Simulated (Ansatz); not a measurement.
Turn this script for Ansatz 0.2.0 through its Python package into the input file that the command-line program reads.

The cells in order, each with its output:

In [1]:
```python
import ansatz as az
```

In [2]:
```python
BASIS_SET = "def2-SVP"

geometry_ang = [
    ("B", (-0.7354, -1.0632, -0.0048)),
    ("S", (1.0586, -1.1497, 0.6037)),
    ("Ge", (0.3436, 0.7417, 0.08)),
    ("H", (-1.5276, -1.481, -0.7287)),
    ("H", (0.8776, 1.2345, -1.3029)),
    ("H", (0.0252, 1.6537, 1.3065)),
]
system = az.Crystal.molecule()
for symbol, xyz in geometry_ang:
    system = system.atom(symbol, xyz)
```

In [3]:
```python
job = (
    system.calculation()
    .basis(gaussian=BASIS_SET)
    .correlation(active_electrons=2, active_orbitals=2)
)
for method in ["sc_nevpt2"]:
    r = (job if method is None else job.correlation(method)).run(threads=1).report
    space = r["configurations"]
    state = space["states"][0]
    print(method or "casscf", f"total {r['free_energy_ev'] / 27.211386246:.6f} Ha, active-space state {state['energy']['hartree']:.6f} Ha, mean field {r['reference_energy_ev'] / 27.211386246:.6f} Ha")
    print("  determinants", state["n_determinants"], " natural occupations", [round(n, 3) for n in space["natural_occupations"]])
print("effectively unpaired electrons, sum of min(n, 2 - n):", round(sum(min(n, 2 - n) for n in space["natural_occupations"]), 3))
```
```text
Warning: the results are in doubt because another end's mean lies 0.044 eV lower, and its corrected mean 0.040 eV higher
RunWarning: the results are in doubt because another end's mean lies 0.044 eV lower, and its corrected mean 0.040 eV higher
sc_nevpt2 total -2499.314083 Ha, active-space state -2498.887195 Ha, mean field -2498.873717 Ha
  determinants 4  natural occupations [1.973, 0.027]
effectively unpaired electrons, sum of min(n, 2 - n): 0.054
```

`input.yaml`:
```yaml
crystal:
  periodic: [false, false, false]
  atoms:
    - { symbol: B, position_ang: [-0.7354, -1.0632, -0.0048] }
    - { symbol: S, position_ang: [1.0586, -1.1497, 0.6037] }
    - { symbol: Ge, position_ang: [0.3436, 0.7417, 0.08] }
    - { symbol: H, position_ang: [-1.5276, -1.481, -0.7287] }
    - { symbol: H, position_ang: [0.8776, 1.2345, -1.3029] }
    - { symbol: H, position_ang: [0.0252, 1.6537, 1.3065] }
basis:
  gaussian:
    orbitals: def2-SVP
correlation:
  method: sc_nevpt2
  active_space:
    window:
      electrons: 2
      orbitals: 2
```

Total energies depend on the basis set; only differences at equal settings carry meaning. Warnings are shown shortened and without file and line. The geometry is a force-field or estimated start, not a minimum of this method, and the basis set is short of its limit. The active space starts as a window about the frontier orbitals and is then optimised, not chosen by chemistry. A lower CASSCF solution was found and passed over, so the printed active-space state isn't the lowest. It ran for 10 s on 1 thread of Intel(R) Xeon(R) 6975P-C (Granite Rapids), on a shared host, peak memory 0.23 GiB.

(Lines on the test bed's own set-up are left out of the output.)
